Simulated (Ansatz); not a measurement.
The system is Sr2SO.

```
Sr S O
1.0
     4.04324    0.00000    0.00000
     0.00000    4.04324    0.00000
     0.00000    0.00000    5.71800
Sr S O
2 1 1
Direct
  0.50000 0.50000 0.50000
  0.00000 0.00000 0.00000
  0.00000 0.00000 0.50000
  0.50000 0.50000 0.00000
```

The cell comes from a database or a generator and needn't be the stable form of this composition.

Base run:

```yaml
Program: Ansatz 0.2.0
Functional: PBE
Potentials_or_basis: Ansatz PAW
Cutoff: "420 eV (not typed: the program's choice for these potentials)"
k_mesh: 5 × 5 × 4
Occupations: fermi-dirac, width 0.05 eV
Spin: no spin polarisation
```

Its results: band gap on the k mesh 2.21 eV, direct; pressure -0.2 GPa.

Problem. The run is repeated on the same cell with these changes: functional from PBE to PBEsol. What comes out?

Solution. Band gap on the k mesh 2.14 eV, direct; pressure -2.7 GPa.

PBEsol binds more tightly than PBE, so the same cell stands under less pressure.

Caveats: the PAW data sets come from PBE, with cores solved anew for the run's functional, which leaves a small shift of forces and pressure (some runs).
